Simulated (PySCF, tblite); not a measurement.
**C4H6F3NO: geometry, infrared bands and NMR shifts**

Aim: predict the infrared bands and NMR shifts of C4H6F3NO (`[H]/N=C(\CF)COC(F)F`).

Programs: tblite 0.8.0 and PySCF 2.14.0, with density-fitted response routines of our own. Each step states its level of theory. These are calculated values for one molecule in the gas phase, unless marked as measured. Atoms are numbered from 0 throughout.

### 1 The molecule as given

15 atoms, charge 0, multiplicity 1; geometry from: force field or distance geometry start.

Bonds of the start (Å): N0–C1 1.30, C1–C2 1.51, C2–F3 1.35, C1–C4 1.50, C4–O5 1.42, O5–C6 1.41, C6–F7 1.35, C6–F8 1.36, N0–H9 1.03, C2–H10 1.09, C2–H11 1.10, C4–H12 1.10, C4–H13 1.10, C6–H14 1.10.

### 2 Geometry optimisation with GFN2-xTB

Job settings and geometry (Å):

```
{"job": {"kind": "relax", "xc": "GFN2-xTB", "basis": "xTB"}, "charge": 0, "multiplicity": 1}
N      0.465900    -0.161300     1.660000
C      0.700100    -0.346400     0.390200
C      2.075100    -0.089900    -0.191200
F      2.961900     0.270800     0.762200
C     -0.406700    -0.792500    -0.523500
O     -1.070700     0.343500    -1.063100
C     -2.067400     0.818600    -0.178500
F     -2.597400     1.929100    -0.736100
F     -3.048200    -0.115500    -0.121400
H      1.325300     0.151000     2.127600
H      2.429800    -0.988700    -0.694800
H      1.994700     0.730400    -0.912500
H     -1.100800    -1.464500    -0.002500
H      0.042800    -1.344600    -1.367200
H     -1.708900     1.067800     0.829100
```

The run is started by

```sh
OMP_NUM_THREADS=1 python probes_run.py task.json out
```

One launch serves the whole session: the jobs run in the order shown.

**Question.** This job is followed by: GFN2-xTB harmonic vibrations, gas phase; GIAO PBE0/pcSseg-1 NMR shielding, non-relativistic, gas phase. What will the session give for the following? strongest single infrared mode (GFN2-xTB); zero-point energy (GFN2-xTB); ¹³C shifts against TMS (PBE0/pcSseg-1); ¹H shifts against TMS (PBE0/pcSseg-1, means over atoms taken as alike); ¹⁵N shifts against NH3 (PBE0/pcSseg-1); ¹⁹F shifts against CFCl3 (PBE0/pcSseg-1, means over atoms taken as alike); ¹⁷O shifts against H2O (PBE0/pcSseg-1).

**Answer**, as computed:

| quantity | value |
| --- | --- |
| strongest single infrared mode (GFN2-xTB) | 1133 cm⁻¹, 251 km/mol |
| zero-point energy (GFN2-xTB) | 64.9 kcal/mol |
| ¹³C shifts against TMS (PBE0/pcSseg-1) | 178.7, 127.2, 86.4, 77.7 ppm |
| ¹H shifts against TMS (PBE0/pcSseg-1, means over atoms taken as alike) | 11.71, 6.27, 5.47, 4.61 ppm |
| ¹⁵N shifts against NH3 (PBE0/pcSseg-1) | 347.6 ppm |
| ¹⁹F shifts against CFCl3 (PBE0/pcSseg-1, means over atoms taken as alike) | -95.6, -272.5 ppm |
| ¹⁷O shifts against H2O (PBE0/pcSseg-1) | 111.8 ppm |

In words: Over 175 steps the energy fell by 0.301 eV; of the close pairs, O5–C6 changed most, 1.415 to 1.349 Å. All 39 modes are real, so the xTB geometry is a minimum. The strongest single mode, at 1133 cm⁻¹, is carried by O5, C6, C4. GFN2-xTB is a fitted tight-binding method: band positions and strengths are rough. Its intensities can rank the bands wrongly. At PBE0/pcSseg-1: The largest span, 686 ppm, is at N0, where the paramagnetic term is -401 ppm.
